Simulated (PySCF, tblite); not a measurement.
# CH8BN2OSi radical: geometry, infrared bands and EPR parameters

What infrared bands and EPR parameters should CH8BN2OSi radical (`BN[Si@@H]([NH])OC`) show?

The runs use tblite 0.8.0 and PySCF 2.14.0, with density-fitted response routines of our own; the level of theory stands in each step. All values are computed, except where a source is named. Atoms are numbered from 0 throughout.

## (1) The molecule as given

14 atoms, charge 0, multiplicity 2; geometry from: force field or distance geometry start.

Bonds of the start (Å): B0–N1 1.53, N1–Si2 1.77, Si2–N3 1.80, Si2–O4 1.70, O4–C5 1.38, B0–H6 1.19, B0–H7 1.18, N1–H8 1.07, Si2–H9 1.48, N3–H10 1.05, C5–H11 1.11, C5–H12 1.10, C5–H13 1.11.

## (2) Geometry optimisation with GFN2-xTB

Job settings and geometry (Å):

```
{"job": {"kind": "relax", "xc": "GFN2-xTB", "basis": "xTB"}, "charge": 0, "multiplicity": 2}
B      1.769600    -0.809600    -0.299500
N      1.065200    -0.493800     1.021900
Si    -0.079400     0.848800     0.897900
N      0.442100     2.002800    -0.382000
O     -1.706600     0.363600     0.748400
C     -1.902100    -0.822300     0.064900
H      2.541400     0.019700    -0.667600
H      2.068000    -1.935200    -0.466700
H      1.843900    -0.141300     1.657700
H      0.008500     1.592400     2.178200
H     -0.044300     2.904200    -0.156200
H     -2.064500    -0.687600    -1.024000
H     -1.110900    -1.567300     0.222700
H     -2.831600    -1.274800     0.462300
```

On the command line:

```console
OMP_NUM_THREADS=1 python probes_run.py task.json out
```

This one command runs all jobs of the session in turn.

**Question.** This job is followed by: GFN2-xTB harmonic vibrations, gas phase; UKS B3LYP, pcH-1 on B C H N O Si, non-relativistic, mean-field spin-orbit, GIAO. What will the session give for the following? strongest single infrared mode (GFN2-xTB); zero-point energy (GFN2-xTB); g(iso) (B3LYP); ⟨S²⟩; largest a(iso) (averaged by class); potential on the surface of density 0.002 e/bohr³, 1st and 99th percentile.

As calculated:

```
                                                                  quantity                  value
                                 strongest single infrared mode (GFN2-xTB)  2283 cm⁻¹, 206 km/mol
                                              zero-point energy (GFN2-xTB)          62.2 kcal/mol
                                                            g(iso) (B3LYP)                2.00522
                                                                      ⟨S²⟩     0.754 (exact 0.75)
                                        largest a(iso) (averaged by class)   1H on H10, -55.2 MHz
potential on the surface of density 0.002 e/bohr³, 1st and 99th percentile     -1.30 V and 1.99 V
```

Over 140 steps the energy fell by 1.860 eV; of the close pairs, B0–N1 changed most, 1.530 to 1.375 Å. No mode is imaginary among the 36: a minimum at this level. The strongest single mode, at 2283 cm⁻¹, moves mainly H9. Unscaled tight-binding wavenumbers are off by several per cent, some by more. Its intensities can rank the bands wrongly. Most of the unpaired spin sits on N3 (0.95 e). The isotropic g lies 2.9 ppt above the free-electron value. These values are for one conformer; the search (at its own cheap level) found 2 more, at 0.25, 0.80 kcal/mol, and measured spectra average over such forms.
